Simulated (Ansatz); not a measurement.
**CH6O2SiSn: a ladder of functionals and wavefunction methods**

Aim: compute CH6O2SiSn with functionals from several rungs and with coupled cluster. The yardstick is the atomisation energy at the CCSD(T) limit.

Program: Ansatz 0.2.0, Gaussian basis. Level of theory: functionals in def2-TZVPP, the program's frozen cores in correlated methods. These are calculated values, not measurements.

Plan: LDA (SPW92), PBE-D4, revPBE-D4, BLYP-D4, r2SCAN-D4, B97M-V, PBE0-D4, B3LYP-D4, r2SCANh-D4, r2SCAN0-D4, HSE06-D4, BHLYP-D4, CAM-B3LYP-D4, LC-ωPBE, ωB97X-V, ωB97M-V, B2PLYP, PBE-QIDH; CCSD(T)/def2-SVP; CCSD(T)/def2-TZVPP; MP2/def2-QZVPP; extrapolation to the limit; RPA on PBE.

### Step 1. The relaxed structure

An earlier PBE0-D4 in a triple-zeta def2 set relaxation fixed the geometry. Sn takes the def2 core potential; no spin-orbit term is included.

SMILES `O[Si]1([SnH3])CO1`, 11 atoms, charge 0, spin multiplicity 1.

Atoms are counted from 1 here; the program's logs count them from 0.

Bond lengths: O1–Si2 1.636 Å, O1–H6 0.958 Å, Si2–Sn3 2.554 Å, Si2–C4 1.800 Å, Si2–O5 1.655 Å, Sn3–H7 1.702 Å, Sn3–H8 1.706 Å, Sn3–H9 1.708 Å, C4–O5 1.488 Å, C4–H10 1.088 Å, C4–H11 1.089 Å. Angles: Si2–O1–H6 118.7°, O1–Si2–Sn3 114.6°, O1–Si2–C4 118.1°, O1–Si2–O5 118.3°, Sn3–Si2–C4 124.4°, Sn3–Si2–O5 114.9°, C4–Si2–O5 50.8°, Si2–Sn3–H7 109.3°, Si2–Sn3–H8 110.8°, Si2–Sn3–H9 110.3°, H7–Sn3–H8 109.2°, H7–Sn3–H9 109.3°, H8–Sn3–H9 107.9°, Si2–C4–O5 59.6°, Si2–C4–H10 124.0°, Si2–C4–H11 120.3°, O5–C4–H10 112.9°, O5–C4–H11 112.2° and more.

### Step 2. LDA

This LDA is Slater exchange with PW92 correlation.

File in.yaml:

```yaml
crystal:
  periodic: [false, false, false]
  atoms:
    - {symbol: O, position_ang: [-1.285787, 1.601465, 0.587827]}
    - {symbol: Si, position_ang: [-0.187447, 0.607020, -0.105965]}
    - {symbol: Sn, position_ang: [-0.274092, -1.809454, 0.716837]}
    - {symbol: C, position_ang: [1.233031, 1.351359, -0.923483]}
    - {symbol: O, position_ang: [0.116200, 0.781485, -1.723869]}
    - {symbol: H, position_ang: [-2.124442, 1.234333, 0.870394]}
    - {symbol: H, position_ang: [0.928841, -2.716271, -0.074689]}
    - {symbol: H, position_ang: [-0.017283, -1.884348, 2.402046]}
    - {symbol: H, position_ang: [-1.804060, -2.493493, 0.388658]}
    - {symbol: H, position_ang: [2.177490, 0.838214, -1.089919]}
    - {symbol: H, position_ang: [1.303046, 2.432791, -1.027136]}
basis:
  gaussian: {orbitals: def2-TZVPP}
hamiltonian: {xc: lda}
output: {orbitals: {seedname: orbitals}}
```

Further steps of the session: PBE-D4 (GGA); revPBE-D4 (GGA); BLYP-D4 (GGA); r2SCAN-D4 (meta-GGA); B97M-V (meta-GGA); PBE0-D4 (hybrid); B3LYP-D4 (hybrid); r2SCANh-D4 (hybrid); r2SCAN0-D4 (hybrid); HSE06-D4 (hybrid); BHLYP-D4 (hybrid); CAM-B3LYP-D4 (range-separated); LC-ωPBE (range-separated); ωB97X-V (range-separated); ωB97M-V (range-separated); B2PLYP (double hybrid); PBE-QIDH (double hybrid); CCSD(T) in def2-SVP; CCSD(T) in def2-TZVPP; MP2 in def2-QZVPP; RPA on PBE orbitals.

**Question.** What will the summary of the whole plan be? Wanted: atomisation energy, CCSD(T)/CBS; farthest beyond LDA; mean size of error, GGA; mean size of error, meta-GGA; mean size of error, hybrid; mean size of error, range-separated; mean size of error, double hybrid; gap, smallest and largest; T1 diagnostic.

The runs gave:

| quantity | value |
| --- | --- |
| atomisation energy, CCSD(T)/CBS | 3712.9 kJ/mol |
| functionals within 37.1 kJ/mol (1.0 %) | PBE-D4, r2SCAN-D4, B97M-V, CAM-B3LYP-D4, ωB97X-V, ωB97M-V |
| farthest beyond LDA | BHLYP-D4 (-170.9 kJ/mol) |
| mean size of error, GGA | 49.4 kJ/mol |
| mean size of error, meta-GGA | 13.1 kJ/mol |
| mean size of error, hybrid | 75.7 kJ/mol |
| mean size of error, range-separated | 19.2 kJ/mol |
| mean size of error, double hybrid | 77.8 kJ/mol |
| gap, smallest and largest | 4.73 eV (LDA (SPW92)), 11.45 eV (LC-ωPBE) |
| T1 diagnostic | 0.0143 |
| triples share of the correlation energy | 3.6 % |

LDA overbinds by 566.7 kJ/mol (15 %). PBE-D4 is off by +32.0 kJ/mol. Double hybrids carry the basis error of their MP2 part in triple zeta, and no dispersion term here, so their miss is partly the set-up's. The rungs meta-GGA, range-separated miss on average by less than the doubt on the reference (37.1 kJ/mol), so they tie. The reference freezes the cores and leaves out spin-orbit coupling and excitations past (T), and its outer-core shells are covered unevenly, so misses under about 37.1 kJ/mol can't be ranked. All levels share the lack of spin-orbit coupling, which lowers the free heavy atoms and so the true binding. Hartree-Fock recovers 68 % of the binding; the rest is correlation. CCSD(T) in def2-SVP is off by -329.9 kJ/mol, which most functionals beat. Orbital gaps span 4.7 to 11.4 eV; exact exchange widens them. Correlated methods include outer-core shells of Sn, which these sets cover unevenly.
